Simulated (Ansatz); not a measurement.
Crystal: Mg3Ti.

```xyz
4
Lattice="-2.2010 2.2010 4.3776 2.2010 -2.2010 4.3776 2.2010 2.2010 -4.3776" Properties=species:S:1:pos:R:3 pbc="T T T"
Ti    0.0000    0.0000    0.0000
Mg    0.0000    2.2010    2.1888
Mg    2.2010    0.0000    2.1888
Mg    0.0000    0.0000    4.3776
```

The cell comes from a database or a generator and needn't be the stable form of this composition.

- Program: Ansatz 0.2.0
- Task: single point
- Functional: PBE
- Potentials or basis: Ansatz PAW
- Cutoff: 420 eV (not typed: the program's choice for these potentials)
- k mesh: 9 × 9 × 9
- Occupations: fermi-dirac, width 0.05 eV
- Spin: no spin polarisation

On this cell: pressure -0.6 GPa; largest force under 0.003 eV/Å; band gap on the k mesh none (metal or under the smearing width).

The same run follows on a disturbed copy (atoms moved at random, drawn with an rms of 0.05 Å):

```
Ti Mg
1.0
    -2.20097    2.20097    4.37757
     2.20097   -2.20097    4.37757
     2.20097    2.20097   -4.37757
Ti Mg
1 3
Direct
  0.00937 0.01178 0.00940
  0.73757 0.23697 0.48196
  0.25572 0.76277 0.51953
  0.48729 0.49804 0.99490
```

Q: What does the disturbed cell give?

A: The energy (extrapolated to zero smearing) moves by +8.0 meV/atom; pressure -0.4 GPa; largest force 0.346 eV/Å; band gap on the k mesh none (metal or under the smearing width).

Forces on the atoms (eV/Å):
```
Ti  -0.048 -0.157 -0.239
Mg   0.262  0.182  0.134
Mg  -0.237 -0.163  0.033
Mg   0.024  0.138  0.073
```

Stress tensor (GPa, compression positive):
```
-0.12  0.10 -0.08
 0.10 -0.09  0.10
-0.08  0.10 -1.06
```
